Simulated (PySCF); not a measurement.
**Ways to converge the SCF of Ga2⁺**

Aim: find out which solver settings change the answer for Ga2⁺.

The runs use PySCF 2.14.0; each script names its method and basis.

2 further runs of the same task are left out: 2 that didn't finish.

## 1. Where the work starts

Ga2⁺: 2 atoms, charge 1, spin multiplicity 2.

Bond lengths: Ga1–Ga2 2.635 Å.

## 2. The run that the others are compared with

File input.py:

```python
from pyscf import gto, scf, mp

mol = gto.M(
    atom='Ga 0 0 0; Ga 0 0 2.635',
    basis='ano-rcc-vdzp',
    charge=1,
    spin=1,
    verbose=4,
)
mf = scf.UHF(mol)
mf = mf.sfx2c1e()
mf.kernel()
mp.MP2(mf, frozen=18).kernel()
mf.dip_moment()
print('orbital energies (hartree):', [e[max(0, n-3):n+3].round(4) for e, n in zip(mf.mo_energy, mol.nelec)])
```

The run is started by

```bash
$ OMP_NUM_THREADS=1 python input.py
```

Its log is not repeated here.

Base result: E(SCF) = -3884.167133 Eh, 9 cycles, E(MP2) − E(SCF) = -0.46115 Eh, ⟨S²⟩ = 0.751.

The bond length is a typed value, not an optimised one. The dipole of an ion depends on the origin.

## 3. Initial guess core

Variant 1 changes initial guess: minao → core.

File input.py:

```python
from pyscf import gto, scf, mp

mol = gto.M(
    atom='Ga 0 0 0; Ga 0 0 2.635',
    basis='ano-rcc-vdzp',
    charge=1,
    spin=1,
    verbose=4,
)
mf = scf.UHF(mol)
mf = mf.sfx2c1e()
mf.init_guess = 'core'
mf.kernel()
mp.MP2(mf, frozen=18).kernel()
mf.dip_moment()
print('orbital energies (hartree):', [e[max(0, n-3):n+3].round(4) for e, n in zip(mf.mo_energy, mol.nelec)])
```

The run is started by

```bash
$ OMP_NUM_THREADS=1 python input.py
```

## 4. Second-order solver on

Variant 2 changes second-order solver: off → on.

input.py: that of step 2 with these lines changed.

```diff
@@ -11,2 +11,3 @@
 mf = mf.sfx2c1e()
+mf = mf.newton()
 mf.kernel()
```

## 5. Initial guess huckel

Variant 3 changes initial guess: minao → huckel.

input.py: that of step 2 with these lines changed.

```diff
@@ -11,2 +11,3 @@
 mf = mf.sfx2c1e()
+mf.init_guess = 'huckel'
 mf.kernel()
```

## 6. DIIS space 12

Variant 4 changes DIIS space: default → 12.

input.py: that of step 2 with these lines changed.

```diff
@@ -11,2 +11,3 @@
 mf = mf.sfx2c1e()
+mf.diis_space = 12
 mf.kernel()
```

Before running it: what results should come out? Wanted: for each run, E(SCF); from base; gap, α spin; after the SCF.

The runs gave:

```tsv
run	E(SCF) (hartree)	from base (eV)	cycles	gap, α spin (eV)	after the SCF
base	-3884.167133	0	9	5.60	MP2 correlation -12.549 eV, core frozen
initial guess core	-3884.167133	0.0000	9	5.60	MP2 correlation -12.549 eV, core frozen
second-order solver on	-3884.167133	0.0000	2 macro	5.60	MP2 correlation -12.549 eV, core frozen
initial guess huckel	-3884.076405	+2.4688	9	2.04	MP2 correlation -12.658 eV, core frozen
DIIS space 12	-3884.167133	0.0000	9	5.60	MP2 correlation -12.549 eV, core frozen
```

Distance from each run's final energy (log10 hartree) by cycle:

```tsv
run	cycle 1	cycle 2	cycle 3	cycle 5	cycle 8	cycle 12
base	-1.7	-2.6	-3.8	-5.6	-9.4	done
initial guess core	-1.7	-2.6	-3.8	-5.6	-9.4	done
initial guess huckel	-2.1	-2.4	-3.9	-5.7	-10.2	done
DIIS space 12	-1.7	-2.6	-3.8	-5.6	-9.4	done
```

**Reading.** No change of the SCF energy comes from initial guess core or second-order solver on or DIIS space 12. PySCF falls back to minao for a guess that it doesn't know or can't read, so that run repeats the base. With initial guess huckel the SCF ends in another solution, 2.47 eV higher: the path to self-consistency decides the state here. With initial guess core, DIIS space 12 the path hardly changes: 9 cycles against 9. The cycles with DIIS space 12 repeat those of the base digit for digit, so the setting never acted.
